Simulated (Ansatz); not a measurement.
NiMoIrPdW:

```
Ni Mo Pd Ir W
1.0
     2.76616    0.00000    0.00000
    -1.38308    2.39557    0.00000
     0.00000    0.00000   11.02292
Ni Mo Pd Ir W
1 1 1 1 1
Cartesian
  0.0000 1.5971 6.5820
  0.0000 0.0000 4.5276
  1.3831 0.7985 8.7654
  1.3831 0.7985 2.2002
  0.0000 1.5971 10.9936
```

The cell was built by a generator and needn't be a form met in nature.

Base run:

- Program: Ansatz 0.2.0
- Functional: r2SCAN
- Potentials or basis: Ansatz PAW
- Cutoff: 500 eV (not typed: the program's choice for these potentials)
- k mesh: 11 × 11 × 3
- Occupations: fermi-dirac, width 0.05 eV
- Spin: collinear spin, ferromagnetic start
- Starting moments: [1.0, 1.0, 0.0, 0.6, 0.0] μB

Its results: band gap on the k mesh none (metal or under the smearing width); pressure -5.0 GPa; net moment 0.54 μB per cell; site moments Ni +0.44; Mo +0.06; Pd +0.04; Ir -0.02; W +0.02 μB; largest force 0.208 eV/Å.

Q: The run is repeated on the same cell with these changes: functional from r2SCAN to r2SCANh; k mesh from 11 × 11 × 3 to 5 × 5 × 1. What comes out?

A: Band gap on the k mesh none (metal or under the smearing width); pressure -7.6 GPa; net moment 0.68 μB per cell; site moments Ni +0.21; Mo +0.06; Pd +0.05; Ir +0.24; W +0.03 μB; largest force 0.707 eV/Å.

Several settings changed at once, so the effect can't be laid on one alone.

Caveats: some runs use coarse meshes; the magnetic or orbital state may not be the lowest; the PAW data sets come from PBE, with cores solved anew for the run's functional, which leaves a small shift of forces and pressure; spin-orbit coupling is left out, which moves the levels of the heavy elements (some runs); the thresholds are loose for stress (some runs).
